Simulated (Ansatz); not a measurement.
# Al3Cu2: the cost of one run

Computed with Ansatz 0.2.0 (DFT LDA, scalar-relativistic, plane waves, PAW, unless a step's input says otherwise).

10 further runs of the same task are left out: 10 set aside as unsound or not needed.

### Step 1. The starting structure

It takes space group P-3m1 (No. 164, trigonal). The conventional cell has a = 4.092 Å, b = 4.092 Å, c = 4.993 Å, α = 90.00°, β = 90.00°, γ = 120.00°. Al (site symmetry -3m) is surrounded by 6 Cu at 2.49 Å. Around Al (site symmetry 3m) lie 5 Cu at 2.44 to 2.55 Å and 3 Al at 2.80 Å. Cu (site symmetry 3m) is surrounded by 8 Al at 2.44 to 2.55 Å.

Coordinates:

```xyz
5
Lattice="4.0920 0.0000 0.0000 -2.0460 3.5437 0.0000 0.0000 0.0000 4.9928" Properties=species:S:1:pos:R:3 pbc="T T T"
Al    0.0000    0.0000    0.0000
Al    0.0000    2.3625    1.7471
Al    2.0460    1.1812    3.2457
Cu    0.0000    2.3625    4.1915
Cu    2.0460    1.1812    0.8013
```

Source of the structure: the Materials Project (structure only).

### Step 6. Setting up the map

The energy is mapped over a normal mode and a strain (zone-centre modes of the cell shown) (x along [1 0 0], y along [1 2 0], z along [0 0 1] of the conventional cell).

- amplitude of mode 4 (128 cm⁻¹), largest displacement in the unstrained cell: 11 values from −0.206 to 0.206 Å
- strain +e along z and -e/2 along x and y: 7 values from −7.00 to 7.00 %

Nothing else is relaxed (the pattern is fixed in fractional coordinates). Energies count from the relaxed high-symmetry cell. Points are written as (first, second).

Displacement patterns for an amplitude of 1 (Å):

| atom | x1 | y1 | z1 |
| --- | --- | --- | --- |
| Al1 | 0.000 | 0.000 | 0.000 |
| Al2 | -0.602 | 0.000 | 0.000 |
| Al3 | 0.602 | 0.000 | 0.000 |
| Cu4 | 1.000 | 0.000 | 0.000 |
| Cu5 | -1.000 | 0.000 | 0.000 |

(The set-up runs are not shown.)

### Step 7. Grid point (−0.124 Å, 7.00 %)

The input, input.yaml:

```yaml
crystal:
  lattice:
    - [3.9137657003, 0.0, 0.0]
    - [-1.9568828501, 3.3894205209, 0.0]
    - [0.0, 0.0, 5.2767563181]
  atoms:
    - { symbol: Al, position: [0.0, 0.0, 0.0] }
    - { symbol: Al, position: [0.3516879684, 0.6666666667, 0.3508928116] }
    - { symbol: Al, position: [0.6483120316, 0.3333333333, 0.6491071884] }
    - { symbol: Cu, position: [0.3028578248, 0.6666666667, 0.841587066] }
    - { symbol: Cu, position: [0.6971421752, 0.3333333333, 0.158412934] }
basis:
  ecutwfc: 520.0
kpoints:
  mp_grid: { grid: [12, 12, 8] }
hamiltonian:
  xc: lda
  pseudopotentials: { kind: paw, azcp: { folder: soft_1 } }
scf:
  occupations: { method: gaussian, width: 0.15 }
output:
  forces: true
  stress: true
  eigenvalues: true
```

The run is started by

```sh
ansatz run input.yaml --threads 4 --pin off --max-ram 8192MiB --backend cpu --events-out ev --progress --plain --runs-dir out
```

What time and memory should one allow on 4 threads of AMD EPYC 7R43 (Zen 3), shared host?

About 26 s, with a peak of 1.3 GiB.
